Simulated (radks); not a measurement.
# Si⁺ inside a hard spherical wall

Aim: energy, levels and pressure of Si⁺ as a wall, at which all orbitals vanish, closes in. The configuration stays [Ne] 3s2 3p1.

Program: radks (a radial shooting solver on a logarithmic mesh, Libxc functionals) version 1. Level of theory: scalar-relativistic Kohn-Sham, LDA (Slater exchange, VWN5 correlation), spin-polarised, spherical densities, point nucleus; open shells are filled with parallel spins first. These are calculated values, not measurements, unless marked.

### Step 1. What is computed

```
element       : silicon (Z = 14)
charge        : +1
electrons     : 13
configuration : [Ne] 3s2 3p1
```

The outer shells:

Si⁺
```
[Ne] core
3s [↑↓]
3p [↑ ][  ][  ]
```

In the logs a row gives level, spin channel, occupation and eigenvalue; Etot, Ekin, Encl (electron-nucleus), Eh (Hartree) and Exc are energies, all in hartree; err is the last residual, it the number of iterations.

### Step 2. The free atom

Settings of this run:

```text
Z 14
configuration [Ne] 3s2 3p1 4s0 3d0 4p0
relativity scalar-relativistic
functional lda,vwn5
spin polarised
nucleus point
c 137.035999084
```

Output:

```text
1s      1   1.0000         -65.71334715
2s      1   1.0000          -5.44855444
2p      1   3.0000          -3.86458204
3s      1   1.0000          -0.71706708
3p      1   1.0000          -0.44577579
4s      1   0.0000          -0.16544631
3d      1   0.0000          -0.14213911
4p      1   0.0000          -0.10678064
1s      2   1.0000         -65.70938631
2s      2   1.0000          -5.44381099
2p      2   3.0000          -3.85860230
3s      2   1.0000          -0.68170666
3p      2   0.0000          -0.41251054
4s      2   0.0000          -0.15662581
3d      2   0.0000          -0.12253733
4p      2   0.0000          -0.10168843
Etot -288.5470243733253
Ekin 288.99481866568885
Encl -685.612226313653
Eh 127.44723251960013
Exc -19.376849244961285
err 2.8489353137948326e-10
it 14
```

Highest occupied level: 3p up at -12.130 eV.

Radial moments (bohr):

```tsv
level	occupation	energy (eV)	<r>	outermost maximum (interpolated)	90 % within	nodes
3p up	1	-12.130	2.434	2.01	3.74	1
3p down	0	-11.225	2.470	2.02	3.82	1
4s up	0	-4.502	5.432	4.89	7.94	3
4s down	0	-4.262	5.619	5.04	8.22	3
3d up	0	-3.868	3.992	3.16	6.40	0
3d down	0	-3.334	4.388	3.43	7.10	0
4p up	0	-2.906	6.894	6.12	10.2	2
4p down	0	-2.767	7.167	6.37	10.6	2
```

Radial density 4πr²ρ:

```tsv
r (bohr)	4πr²ρ (e/bohr)
0.00358	0.2649
0.00539	0.5672
0.00804	1.167
0.0121	2.347
0.0180	4.407
0.0271	7.708
0.0405	11.81
0.0608	15.24
0.0915	15.26
0.136	11.76
0.205	9.755
0.306	12.71
0.460	13.86
0.687	8.102
1.03	2.529
1.55	1.662
2.32	1.294
3.49	0.3554
5.20	0.02738
```

### Step 3. Wall at 20 bohr

Input: that of step 2 with these lines changed.

```diff
@@ -6,2 +6,3 @@
 nucleus point
+wall 20 bohr
 c 137.035999084
```

Output:

```text
1s      1   1.0000         -65.71334715
2s      1   1.0000          -5.44855444
2p      1   3.0000          -3.86458204
3s      1   1.0000          -0.71706708
3p      1   1.0000          -0.44577579
4s      1   0.0000          -0.16544528
3d      1   0.0000          -0.14213863
4p      1   0.0000          -0.10673739
1s      2   1.0000         -65.70938631
2s      2   1.0000          -5.44381099
2p      2   3.0000          -3.85860230
3s      2   1.0000          -0.68170666
3p      2   0.0000          -0.41251054
4s      2   0.0000          -0.15662397
3d      2   0.0000          -0.12253516
4p      2   0.0000          -0.10162313
Etot -288.54702437332475
Ekin 288.9948186657134
Encl -685.6122263137054
Eh 127.44723251963069
Exc -19.376849244963445
err 2.848920034038737e-10
it 14
```

Energy against step 2 (the free atom): +0.000 eV. 3p up is the highest filled level (-12.130 eV).

### Step 4. Wall at 15 bohr

Input: that of step 3 with these lines changed.

```diff
@@ -6,3 +6,3 @@
 nucleus point
-wall 20 bohr
+wall 15 bohr
 c 137.035999084
```

Output:

```text
1s      1   1.0000         -65.71334714
2s      1   1.0000          -5.44855443
2p      1   3.0000          -3.86458203
3s      1   1.0000          -0.71706707
3p      1   1.0000          -0.44577578
4s      1   0.0000          -0.16534031
3d      1   0.0000          -0.14210189
4p      1   0.0000          -0.10566366
1s      2   1.0000         -65.70938629
2s      2   1.0000          -5.44381098
2p      2   3.0000          -3.85860228
3s      2   1.0000          -0.68170665
3p      2   0.0000          -0.41251053
4s      2   0.0000          -0.15647058
3d      2   0.0000          -0.12243403
4p      2   0.0000          -0.10023606
Etot -288.54702437196556
Ekin 288.9948186993481
Encl -685.612226478451
Eh 127.44723266279222
Exc -19.376849255654882
err 2.848914955737635e-10
it 14
```

E − E(step 2, the free atom) = +0.000 eV. Highest occupied level: 3p up at -12.130 eV.

### Step 5. Wall at 12 bohr

Input: that of step 4 with these lines changed.

```diff
@@ -6,3 +6,3 @@
 nucleus point
-wall 15 bohr
+wall 12 bohr
 c 137.035999084
```

Output:

```text
1s      1   1.0000         -65.71334554
2s      1   1.0000          -5.44855291
2p      1   3.0000          -3.86458051
3s      1   1.0000          -0.71706604
3p      1   1.0000          -0.44577460
4s      1   0.0000          -0.16407222
3d      1   0.0000          -0.14170298
4p      1   0.0000          -0.10016293
1s      2   1.0000         -65.70938467
2s      2   1.0000          -5.44380944
2p      2   3.0000          -3.85860073
3s      2   1.0000          -0.68170547
3p      2   0.0000          -0.41250900
4s      2   0.0000          -0.15483915
3d      2   0.0000          -0.12163670
4p      2   0.0000          -0.09373714
Etot -288.5470241224746
Ekin 288.99482350251157
Encl -685.6122486720334
Eh 127.44725177492613
Exc -19.37685072787896
err 2.848644639578016e-10
it 14
```

Energy against step 2 (the free atom): +0.000 eV. Highest occupied level: 3p up at -12.130 eV.

### Step 6. Wall at 7 bohr

Input: that of step 5 with these lines changed.

```diff
@@ -6,3 +6,3 @@
 nucleus point
-wall 12 bohr
+wall 7 bohr
 c 137.035999084
```

Output:

```text
1s      1   1.0000         -65.71017827
2s      1   1.0000          -5.44561415
2p      1   3.0000          -3.86163241
3s      1   1.0000          -0.71520354
3p      1   1.0000          -0.44323027
4s      1   0.0000          -0.09646116
3d      1   0.0000          -0.12086090
4p      1   0.0000           0.01843861
1s      2   1.0000         -65.70617687
2s      2   1.0000          -5.44082306
2p      2   3.0000          -3.85559260
3s      2   1.0000          -0.67957278
3p      2   0.0000          -0.40950878
4s      2   0.0000          -0.08087427
3d      2   0.0000          -0.09480887
4p      2   0.0000           0.03380326
Etot -288.5458566369413
Ekin 289.00691968270604
Encl -685.6567127482675
Eh 127.4837020878856
Exc -19.379765659265455
err 2.7158421129082604e-10
it 14
```

Energy against step 2 (the free atom): +0.032 eV. 3p up is the highest filled level (-12.061 eV).

### Step 7. Wall at 6 bohr

Input: that of step 6 with these lines changed.

```diff
@@ -6,3 +6,3 @@
 nucleus point
-wall 7 bohr
+wall 6 bohr
 c 137.035999084
```

Output:

```text
1s      1   1.0000         -65.70108993
2s      1   1.0000          -5.43727253
2p      1   3.0000          -3.85326035
3s      1   1.0000          -0.70984208
3p      1   1.0000          -0.43558494
4s      1   0.0000          -0.01284992
3d      1   0.0000          -0.09490413
4p      1   0.0000           0.13320516
1s      2   1.0000         -65.69698093
2s      2   1.0000          -5.43235620
2p      2   3.0000          -3.84706244
3s      2   1.0000          -0.67354409
3p      2   0.0000          -0.40090157
4s      2   0.0000           0.00634289
3d      2   0.0000          -0.06554364
4p      2   0.0000           0.15266658
Etot -288.54102122666154
Ekin 289.0467964848958
Encl -685.7861276104924
Eh 127.58626007052912
Exc -19.3879501715941
err 2.7530296725993673e-10
it 14
```

E − E(step 2, the free atom) = +0.163 eV. The top filled level is 3p up, -11.853 eV.

### Step 8. Wall at 4 bohr

Input: that of step 7 with these lines changed.

```diff
@@ -6,3 +6,3 @@
 nucleus point
-wall 6 bohr
+wall 4 bohr
 c 137.035999084
```

Output:

```text
1s      1   1.0000         -65.56947898
2s      1   1.0000          -5.32036138
2p      1   3.0000          -3.73574598
3s      1   1.0000          -0.61668791
3p      1   1.0000          -0.30806792
4s      1   0.0000           0.68974105
3d      1   0.0000           0.12277611
4p      1   0.0000           0.94099066
1s      2   1.0000         -65.56395076
2s      2   1.0000          -5.31384746
2p      2   3.0000          -3.72753157
3s      2   1.0000          -0.57397483
3p      2   0.0000          -0.26591161
4s      2   0.0000           0.71946867
3d      2   0.0000           0.16340146
4p      2   0.0000           0.97087363
Etot -288.39422776051157
Ekin 289.8240836481977
Encl -687.7237356040044
Eh 129.006540912321
Exc -19.50111671702583
err 2.2505007392231618e-10
it 14
```

Energy against step 2 (the free atom): +4.158 eV. Highest occupied level: 3p up at -8.383 eV.

### Step 9. What came out

```tsv
R (bohr)	E − E(free) (eV)	ε(3p) (eV)	ε(4s, empty) (eV)	ε(3d, empty) (eV)	ε(4p, empty) (eV)	pressure (GPa)
free	0.000	-12.130	-4.502	-3.868	-2.906	0
20	0.000	-12.130	-4.502	-3.868	-2.904	< 0.0001
15	0.000	-12.130	-4.499	-3.867	-2.875	< 0.0001
12	0.000	-12.130	-4.465	-3.856	-2.726	< 0.0001
7	0.032	-12.061	-2.625	-3.289	0.502	0.0918
6	0.163	-11.853	-0.350	-2.582	3.625	0.636
4	4.158	-8.383	18.769	3.341	25.606	36.1
```

In words: Eigenvalues are for spin up. At the tightest wall, 4 bohr, the energy stands 4.158 eV above the free atom and the pressure, −dE/dV, is 36.1 GPa. Of the levels in the table that exist at both ends, 4p (empty) rises most from the free atom (28.511 eV). Shells are not refilled when levels cross, and a hard wall is a model, not a crystal.
